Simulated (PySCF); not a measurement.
# One shape, several levels: CuCl (SMILES [Cl][Cu])

We compute a comparison of 6 runs (B3LYP/6-31G*, B3LYP/cc-pVTZ, BHLYP/cc-pVTZ, wB97X/cc-pVTZ, SCS-MP2/cc-pVTZ, CCSD(T)/cc-pVTZ) of CuCl. Input form: a Python script.

The results are computed with PySCF 2.14.0.

4 further runs of the same task are left out: 4 set aside as unsound or not needed.

**1. Starting point**

CuCl: 2 atoms, total charge 0, spin state singlet. As SMILES, `[Cl][Cu]`. Geometry: relaxed at PBE0-D4/def2-TZVP.

Bond lengths: Cl1–Cu2 2.076 Å.

**2. A single-point energy at B3LYP/6-31G(d) (spherical functions) (run 1)**

calc.py reads:

```python
from pyscf import gto, dft

molecule = gto.Mole()
molecule.atom = [
    ('Cl', (0.898300, -0.345200, 0.446400)),
    ('Cu', (-0.868800, 0.285000, -0.442400)),
]
molecule.spin = 0
molecule.max_memory = 1860
molecule.verbose = 4
molecule.basis = '6-31g*'
molecule.build()

mf = dft.RKS(molecule, xc='b3lyp')
mf.grids.level = 5
mf.conv_tol = 1e-10
mf.kernel()
if not mf.converged:
    mf = mf.newton().run(mf.mo_coeff, mf.mo_occ)

e_tot = mf.e_tot
print(f'total energy: {e_tot:.8f} hartree')
```

Launch:

```
OMP_NUM_THREADS=1 python calc.py
```

Standard output:

```text
PySCF version 2.14.0

[... 51 lines left out ...]
WARN: HOMO -0.242718946839644 == LUMO -0.242718881621887
[... 24 lines left out ...]
converged SCF energy = -2100.44372168758
total energy: -2100.44372169 hartree
```

Wall time 4.2 s (1 thread of Arm Neoverse V2, shared host); peak memory 0.27 GiB.

**3. The energy at B3LYP/cc-pVTZ (run 2)**

input.py reads:

```python
from pyscf import gto, dft

system = gto.M(
    atom='''
Cl     1.697541    -0.652333     0.843574
Cu    -1.641794     0.538572    -0.836015
''',
    basis='cc-pvtz',
    unit='bohr',
    verbose=3,
    max_memory=1860,
)

ks = dft.RKS(system)
ks.xc = 'b3lyp'
ks.grids.level = 5
ks.conv_tol = 1e-10
ks.kernel()
if not ks.converged:
    ks = ks.newton().run(ks.mo_coeff, ks.mo_occ)

e_tot = ks.e_tot
print('E(%s) = %.9f' % ('B3LYP', e_tot))
```

Launch:

```
OMP_NUM_THREADS=1 python input.py
```

Standard output:

```text
converged SCF energy = -2100.88894559943
E(B3LYP) = -2100.888945599
```

Wall time 11 s (1 thread of Arm Neoverse V2, shared host); peak memory 0.51 GiB.

Runs 3 to 5 aren't shown in full; the table further down has their settings and results.

**4. The energy at CCSD(T)/cc-pVTZ (run 6)**

calc.py reads:

```python
from pyscf import gto, scf, cc

mol = gto.M(
    atom='''
Cl     1.697541    -0.652333     0.843574
Cu    -1.641794     0.538572    -0.836015
''',
    unit='bohr',
    charge=0,
    max_memory=1860,
    verbose=3,
    basis='cc-pvtz',
    spin=0,
)

hf = scf.RHF(mol)
hf.conv_tol = 1e-10
hf.kernel()
if not hf.converged:
    hf = hf.newton().run(hf.mo_coeff, hf.mo_occ)

mycc = cc.CCSD(hf, frozen=10)
mycc.kernel()
e_t = mycc.ccsd_t()
etot = mycc.e_tot + e_t
print(f'total energy: {etot:.8f} hartree')
```

Launch:

```
OMP_NUM_THREADS=1 python calc.py
```

Standard output:

```text
converged SCF energy = -2098.54211560762
E(CCSD) = -2099.533178495154  E_corr = -0.991062887530877
CCSD(T) correction = -0.0316876423838159
total energy: -2099.56486614 hartree
```

Wall time 77 s (1 thread of Arm Neoverse V2, shared host); peak memory 0.65 GiB.

**5. All runs side by side**

| run | level | integration grid | frozen core orbitals | energy (Eh) | dipole moment (D) of the reference | HOMO energy (eV) | LUMO energy (eV) | wall time |
| --- | --- | --- | --- | --- | --- | --- | --- | --- |
| 1 | B3LYP/6-31G* (spherical functions) | 5 | – | -2100.443722 | 4.95 | -6.14 | -3.09 | 4.2 s |
| 2 | B3LYP/cc-pVTZ | 5 | – | -2100.888946 | 4.91 | -7.25 | -3.34 | 11 s |
| 3 | BHLYP/cc-pVTZ | 5 | – | -2100.763695 | 5.61 | -8.71 | -2.21 | 10 s |
| 4 | wB97X/cc-pVTZ | 5 | – | -2100.859187 | 5.41 | -9.89 | -0.94 | 33 s |
| 5 | SCS-MP2/cc-pVTZ | – | 10 | -2099.546555 | 6.45 | -10.53 | -0.31 | 3.6 s |
| 6 | CCSD(T)/cc-pVTZ | – | 10 | -2099.564866 | 6.45 | -10.53 | -0.31 | 77 s |

**6. What came out**

| quantity | value |
| --- | --- |
| run 6: total energy | -2099.56487 Eh |
| run 6: dipole moment (Hartree–Fock density) | 6.45 D |
| run 6: HOMO energy (Hartree–Fock orbitals) | -10.53 eV |
| run 6: LUMO energy (Hartree–Fock orbitals) | -0.31 eV |
| run 6: HOMO–LUMO gap (Hartree–Fock orbitals) | 10.22 eV |
| run 6: correlation energy (10 core orbitals frozen) | -1022.8 mEh |
| run 6: (T) correction | -31.69 mEh |
| run 6: T1 diagnostic | 0.025 |

In words: Over runs 1, 2, 3, 4 the dipole moment (its size) runs from 4.91 D (B3LYP/cc-pVTZ) to 5.61 D (BHLYP/cc-pVTZ). Over runs 1, 2, 3, 4 the HOMO–LUMO gap runs from 3.05 eV (B3LYP/6-31G*) to 8.95 eV (wB97X/cc-pVTZ). The two ends differ in method and basis. Totals of different functionals can't be ranked against each other. All runs together took 2.3 min, the longest 77 s.
